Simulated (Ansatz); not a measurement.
# CH₇NO₃Si: one species, many methods

An exercise on one series of results from a longer session: the logs are not shown, and one member is left open.

The runs use Ansatz 0.2.0, Gaussian basis; functionals in def2-TZVPP, the program's frozen cores in correlated methods.

Levels to be run: PBE-D4, r2SCAN-D4, PBE0-D4, B3LYP-D4, ωB97X-V, ωB97M-V, B2PLYP; CCSD(T)/def2-TZVPP; MP2/def2-QZVPP; extrapolation to the limit.

### Structure used throughout

The geometry comes from an earlier relaxation with PBE0-D4 in a triple-zeta def2 set; it is a stationary point, not always the lowest conformer.

SMILES `CO[Si](N)(O)O`, 13 atoms, charge 0, spin multiplicity 1.

Atoms are counted from 1 here; the program's logs count them from 0.

Bond lengths: C1–O2 1.410 Å, C1–H7 1.092 Å, C1–H8 1.095 Å, C1–H9 1.095 Å, O2–Si3 1.636 Å, Si3–N4 1.695 Å, Si3–O5 1.636 Å, Si3–O6 1.640 Å, N4–H10 1.005 Å, N4–H11 1.006 Å, O5–H12 0.958 Å, O6–H13 0.958 Å. Angles: O2–C1–H7 108.4°, O2–C1–H8 110.9°, O2–C1–H9 111.4°, H7–C1–H8 108.7°, H7–C1–H9 108.9°, H8–C1–H9 108.5°, C1–O2–Si3 123.9°, O2–Si3–N4 109.9°, O2–Si3–O5 114.7°, O2–Si3–O6 103.2°, N4–Si3–O5 103.5°, N4–Si3–O6 117.1°, O5–Si3–O6 108.8°, Si3–N4–H10 121.7°, Si3–N4–H11 119.9°, H10–N4–H11 112.1°, Si3–O5–H12 115.5°, Si3–O6–H13 114.9°.

The first run:

The input, in.yaml:

```yaml
crystal:
  periodic: [false, false, false]
  atoms:
    - {symbol: C, position_ang: [0.308663, 1.224785, -1.483589]}
    - {symbol: O, position_ang: [0.583324, -0.048218, -0.943125]}
    - {symbol: Si, position_ang: [0.101749, -0.530963, 0.544106]}
    - {symbol: N, position_ang: [-1.575717, -0.341096, 0.696734]}
    - {symbol: O, position_ang: [0.701215, 0.358102, 1.780233]}
    - {symbol: O, position_ang: [0.695091, -2.056183, 0.652439]}
    - {symbol: H, position_ang: [0.491948, 1.188784, -2.559195]}
    - {symbol: H, position_ang: [0.960889, 1.985223, -1.042551]}
    - {symbol: H, position_ang: [-0.732173, 1.516682, -1.310666]}
    - {symbol: H, position_ang: [-2.217541, -0.790313, 0.066533]}
    - {symbol: H, position_ang: [-1.981518, -0.185840, 1.603719]}
    - {symbol: H, position_ang: [1.538686, 0.058712, 2.135703]}
    - {symbol: H, position_ang: [1.125393, -2.379675, -0.140340]}
basis:
  gaussian: {orbitals: def2-TZVPP}
hamiltonian: {xc: pbe, dispersion: d4}
output: {forces: true, orbitals: {seedname: orbitals}}
```

On the command line:

```console
$ ansatz run in.yaml --threads 2 --pin off --events-out ev --progress --plain --max-ram 20480MiB --backend cuda --devices 0, --max-vram 18GiB
```

Among the steps run: PBE-D4 (GGA); r2SCAN-D4 (meta-GGA); PBE0-D4 (hybrid); B3LYP-D4 (hybrid); ωB97X-V (range-separated); ωB97M-V (range-separated); B2PLYP (double hybrid); CCSD(T) in def2-TZVPP; MP2 in def2-QZVPP.

One of the session's tables, all rows but one given; the rest of the session is left out.

```
            method  atomisation energy (eV)
            PBE-D4                   54.310
         r2SCAN-D4                   53.467
           PBE0-D4                   53.096
          B3LYP-D4                   53.415
           ωB97X-V                   53.636
           ωB97M-V                   53.754
            B2PLYP                   52.956
     HF/def2-TZVPP                        ?
    MP2/def2-TZVPP                   53.324
   CCSD/def2-TZVPP                   51.284
CCSD(T)/def2-TZVPP                   52.086
           MP2/CBS                   55.013
       CCSD(T)/CBS                   53.775
```

**Question.** Estimate the row for HF/def2-TZVPP.

The run gave: atomisation energy (eV): 37.608. In the column «atomisation energy (eV)» it is the lowest.

Limits of these values: Free atoms (1 C, 3 O, 1 Si, 1 N, 7 H) were run apart at each level; the atomisation energy is their sum less the molecule, without zero-point or spin-orbit terms.
